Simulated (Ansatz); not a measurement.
## YTiGe, space group P4/nmm: a test of the smearing width, step by step

Computed with Ansatz 0.2.0 through its Python package.

Notebook, run cell by cell (the value of a cell's last expression is shown):

**Cell 1**
```python
import ansatz as az
from ase import Atoms
import pandas as pd
```

**Cell 2**
```python
SETTINGS = {
    "xc": "pbesol",
    "scf_tol": 1e-06,
    "n_empty": 8,
    "kmesh": (7, 7, 4),
}
```

**Cell 3**
```python
atoms = Atoms(
    ["Y", "Y", "Ti", "Ti", "Ge", "Ge"],
    scaled_positions=[
        (0.5, 0.0, 0.658),
        (0.0, 0.5, 0.342),
        (0.0, 0.0, 0.0),
        (0.5, 0.5, 0.0),
        (0.5, 0.0, 0.257),
        (0.0, 0.5, 0.743),
    ],
    cell=[
        (4.049, 0.0, 0.0),
        (0.0, 4.049, 0.0),
        (0.0, 0.0, 7.63),
    ],
    pbc=True,
)
system = az.Crystal.from_ase(atoms)
```

**Cell 4**
```python
system.resolved().sites[-1]
```
Output:
```text
Site(symbol='Ge', position=(0.0, 0.5, 0.743), moment=None, axis=None, held=None, saved=None)
```

**Cell 5**
```python
base = (
    system.calculation()
    .functional(SETTINGS["xc"])
    .accuracy("low")
    .eigensolver("davidson", mixed_precision=False)
    .basis(31 * az.Ry)
    .scf(tolerance=SETTINGS["scf_tol"], extra_bands=SETTINGS["n_empty"])
    .kpoints(mesh=SETTINGS["kmesh"], center="monkhorst-pack")
    .stress()
)
```

**Cell 6**
```python
rows = []
for value in [0.5, 0.3, 0.2, 0.1]:
    summary = base.occupations("cold", width=value).run(threads=1).report
    rows.append((value, summary["free_energy_ev"] / len(summary["lattice"]["sites"]), summary["n_iterations"], sum(summary["stress_gpa"][i][i] for i in range(3)) / 3, summary["n_kpoints"]))
```
Output:
```text
DeckWarning: output.stress: scf.convergence.dr2_threshold = 1e-6 eV is looser than the 6e-10 eV advised for a printed stress (1e-10 eV for each atom of the cell: 6). What an SCF threshold leaves in a [...]
```

**Cell 7**
```python
table = pd.DataFrame(rows, columns=["width (eV)", "F/atom (eV)", "iterations", "P (GPa)", "k-points"])
table.round(5)
```
Output:
```text
   width (eV)  F/atom (eV)  iterations  P (GPa)  k-points
0         0.5  -3508.22497           7 -2.75479        20
1         0.3  -3508.23031           7 -2.79407        20
2         0.2  -3508.23262           7 -2.75260        20
3         0.1  -3508.23390           7 -2.74083        20
```

**Cell 8**
```python
# differences from the last row
for row in rows[:-1]:
    shift = 1000 * (row[1] - rows[-1][1])
    print(f"{row[0]}: {shift:+.2f} meV/atom" + ("  (within 2 meV)" if abs(shift) < 2 else ""))
```
Output:
```text
0.5: +8.93 meV/atom
0.3: +3.59 meV/atom
0.2: +1.29 meV/atom  (within 2 meV)
```

Going from 0.1 to 0.5 eV changes F by +8.9 meV an atom. This scheme is built to cancel the term in the square of the width, but that needs a smooth density of states and a fine mesh, and here a sizeable shift remains. The pressure moves from -2.74 to -2.75 GPa.

Notes:
- For a metal this k-point mesh is coarse: on a finer one energies can move by several to tens of meV an atom and pressures by half a GPa or more, differences at one mesh by less.
- The narrowest width needs the finest mesh, so the last row is no converged reference.
- Pressure is positive in compression.
- The starting cell is as deposited in a crystallographic database; the results hold for this polymorph, which needn't be the stable one.
- Warnings are shown shortened and without file and line.
- Run time: 60 s on 1 thread of Arm Neoverse N1, on a shared host, peak memory 0.53 GiB.
